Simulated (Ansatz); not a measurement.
# AlClFHOSi: a ladder of functionals and wavefunction methods

An exercise on one series of results from a longer session: the logs are not shown, and one member is left open.

Program: Ansatz 0.2.0, Gaussian basis. Level of theory: functionals in def2-TZVPP, the program's frozen cores in correlated methods. These are calculated values, not measurements.

Plan: LDA (SPW92), PBE-D4, revPBE-D4, BLYP-D4, r2SCAN-D4, B97M-V, PBE0-D4, B3LYP-D4, r2SCANh-D4, r2SCAN0-D4, HSE06-D4, BHLYP-D4, CAM-B3LYP-D4, LC-ωPBE, ωB97X-V, ωB97M-V, B2PLYP, PBE-QIDH; CCSD(T)/def2-SVP; CCSD(T)/def2-TZVPP; MP2/def2-QZVPP; extrapolation to the limit; RPA on PBE.

**The relaxed structure**

The geometry comes from an earlier relaxation with PBE0-D4 in a triple-zeta def2 set; it is a stationary point.

SMILES `F[Si]1(Cl)[O][AlH]1`, 6 atoms, charge 0, spin multiplicity 1.

Atoms are counted from 1 here; the program's logs count them from 0.

Bond lengths: F1–Si2 1.589 Å, Si2–Cl3 2.042 Å, Si2–O4 1.654 Å, Si2–Al5 2.262 Å, O4–Al5 1.750 Å, Al5–H6 1.574 Å. Angles: F1–Si2–Cl3 104.5°, F1–Si2–O4 112.9°, F1–Si2–Al5 126.7°, Cl3–Si2–O4 114.1°, Cl3–Si2–Al5 128.7°, O4–Si2–Al5 50.2°, Si2–O4–Al5 83.2°, Si2–Al5–O4 46.6°, Si2–Al5–H6 179.1°, O4–Al5–H6 132.5°.

Set-up of the first run:

in.yaml reads:

```yaml
crystal:
  periodic: [false, false, false]
  atoms:
    - {symbol: F, position_ang: [-0.723948, -2.111530, -0.053089]}
    - {symbol: Si, position_ang: [0.215531, -0.832934, 0.037837]}
    - {symbol: Cl, position_ang: [2.095844, -1.553647, -0.302271]}
    - {symbol: O, position_ang: [-0.241831, 0.376451, -0.994089]}
    - {symbol: Al, position_ang: [-0.426530, 1.288618, 0.487898]}
    - {symbol: H, position_ang: [-0.877067, 2.769042, 0.777515]}
basis:
  gaussian: {orbitals: def2-TZVPP}
hamiltonian: {xc: lda}
output: {orbitals: {seedname: orbitals}}
```

On the command line:

```sh
$ ansatz run in.yaml --threads 2 --pin off --events-out ev --progress --plain --max-ram 4352MiB
```

Steps of the session up to this table: LDA; PBE-D4 (GGA); revPBE-D4 (GGA); BLYP-D4 (GGA); r2SCAN-D4 (meta-GGA); B97M-V (meta-GGA); PBE0-D4 (hybrid); B3LYP-D4 (hybrid); r2SCANh-D4 (hybrid); r2SCAN0-D4 (hybrid); HSE06-D4 (hybrid); BHLYP-D4 (hybrid); CAM-B3LYP-D4 (range-separated); LC-ωPBE (range-separated); ωB97X-V (range-separated); ωB97M-V (range-separated); B2PLYP (double hybrid); PBE-QIDH (double hybrid).

One table of the session follows, with a row left open; its other results are not shown here.

It belongs to the step «Frontier levels by functional». 

| functional | HOMO (eV) | LUMO (eV) | gap (eV) |
| --- | --- | --- | --- |
| LDA (SPW92) | -6.00 | -2.92 | 3.07 |
| PBE-D4 | -5.85 | -2.69 | 3.16 |
| revPBE-D4 | -5.78 | -2.59 | 3.19 |
| BLYP-D4 | ? | ? | ? |
| r2SCAN-D4 | -6.05 | -2.45 | 3.60 |
| B97M-V | -6.08 | -2.57 | 3.51 |
| PBE0-D4 | -6.93 | -1.95 | 4.99 |
| B3LYP-D4 | -6.76 | -2.13 | 4.63 |
| r2SCANh-D4 | -6.45 | -2.19 | 4.27 |
| r2SCAN0-D4 | -7.06 | -1.80 | 5.26 |
| HSE06-D4 | -6.54 | -2.31 | 4.22 |
| BHLYP-D4 | -7.93 | -1.17 | 6.77 |
| CAM-B3LYP-D4 | -8.20 | -0.98 | 7.22 |
| LC-ωPBE | -9.42 | 0.09 | 9.50 |
| ωB97X-V | -9.12 | 0.00 | 9.12 |
| ωB97M-V | -8.93 | -0.25 | 8.68 |

**Question.** Estimate the row for BLYP-D4.

Worked estimate for «HOMO (eV)». Against the share of exact exchange, B3LYP-D4 (0.2, -6.76), BHLYP-D4 (0.5, -7.93) give a slope of -3.90 per unit share; at 0 the line stands at -5.98.

As computed: HOMO (eV): -5.73; LUMO (eV): -2.56; gap (eV): 3.17. In «HOMO (eV)» the line misses by -0.25.
